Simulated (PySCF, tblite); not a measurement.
# C5H12OSSi2: geometry, infrared bands and NMR shifts

Wanted: the infrared bands and NMR shifts of C5H12OSSi2 (`C=C(C[SiH3])[SiH2]OC(C)=S`), by calculation.

The runs use tblite 0.8.0 and PySCF 2.14.0, with density-fitted response routines of our own; the level of theory stands in each step. All values are computed, except where a source is named. Atoms count from 0, in the outputs and in this text.

**1. The molecule as given**

21 atoms, charge 0, multiplicity 1; geometry from: force field or distance geometry start.

Bonds of the start (Å): C0–C1 1.32, C1–C2 1.46, C2–Si3 1.86, C1–Si4 1.87, Si4–O5 1.72, O5–C6 1.41, C6–C7 1.50, C6–S8 1.62, C0–H9 1.09, C0–H10 1.07, C2–H11 1.12, C2–H12 1.13, Si3–H13 1.49, Si3–H14 1.45, Si3–H15 1.49, Si4–H16 1.46, Si4–H17 1.47, C7–H18 1.10, C7–H19 1.12, C7–H20 1.11.

**2. Optimising the geometry with GFN2-xTB**

The job: settings as JSON, then the geometry in Å.

```
{"job": {"kind": "relax", "xc": "GFN2-xTB", "basis": "xTB"}, "charge": 0, "multiplicity": 1}
C     -0.833600     0.971900    -0.781800
C     -0.983800    -0.172700    -0.143200
C     -2.242500    -0.727800     0.360100
Si    -3.748900     0.300700     0.021300
Si     0.551600    -1.182300     0.187800
O      1.766200    -0.172700     0.860600
C      3.113900    -0.264500     0.470900
C      3.894700     1.017500     0.393400
S      3.791400    -1.703000     0.136700
H      0.169300     1.263300    -1.087900
H     -1.631900     1.643900    -1.028300
H     -2.415100    -1.739400    -0.097200
H     -2.127500    -0.879600     1.470900
H     -3.995200     1.078600     1.268300
H     -3.633300     1.261200    -1.057300
H     -4.909900    -0.609200    -0.185700
H      0.216700    -2.251300     1.120800
H      0.928800    -1.798500    -1.092300
H      4.978300     0.848200     0.458500
H      3.587400     1.493800    -0.570800
H      3.514500     1.639000     1.235800
```

On the command line:

```
OMP_NUM_THREADS=1 python probes_run.py task.json out
```

This one command runs all jobs of the session in turn.

**Question.** This job is followed by: GFN2-xTB harmonic vibrations, gas phase; GIAO PBE0/pcSseg-1 NMR shielding, non-relativistic, gas phase. Predict these results of the whole session: strongest single infrared mode (GFN2-xTB); zero-point energy (GFN2-xTB); 13C shifts against TMS (PBE0/pcSseg-1); 1H shifts against TMS (PBE0/pcSseg-1, means over atoms taken as alike); 29Si shifts against TMS (PBE0/pcSseg-1); 17O shifts against H2O (PBE0/pcSseg-1); 33S shifts against CS2 (PBE0/pcSseg-1).

As calculated:

```
                                                              quantity                                   value
                             strongest single infrared mode (GFN2-xTB)                   1310 cm⁻¹, 668 km/mol
                                          zero-point energy (GFN2-xTB)                           92.8 kcal/mol
                                13C shifts against TMS (PBE0/pcSseg-1)     233.2, 148.2, 135.4, 37.3, 15.0 ppm
1H shifts against TMS (PBE0/pcSseg-1, means over atoms taken as alike)  6.21, 6.19, 5.19, 3.99, 2.84, 1.62 ppm
                               29Si shifts against TMS (PBE0/pcSseg-1)                        -40.3, -78.8 ppm
                                17O shifts against H2O (PBE0/pcSseg-1)                               263.8 ppm
                                33S shifts against CS2 (PBE0/pcSseg-1)                                 499 ppm
```

The optimisation took 157 steps and gained 0.765 eV; among the close pairs (by a distance rule), O5–C6 changed most, from 1.406 to 1.310 Å. The lowest mode is slightly imaginary (7i cm⁻¹), a soft motion within the noise of the Hessian, so the minimum is not strictly shown. The strongest single mode, at 1310 cm⁻¹, moves mainly C6. GFN2-xTB is a fitted tight-binding method: band positions and strengths are rough. Its intensities can rank the bands wrongly. The most deshielded carbon is C6 (thiocarbonyl carbon), at 233.2 ppm: low-lying n→π* states of the double bond to the heteroatom give a large paramagnetic term (-295 ppm). At PBE0/pcSseg-1: The largest span, 940 ppm, is at S8, where the paramagnetic term is -1053 ppm.
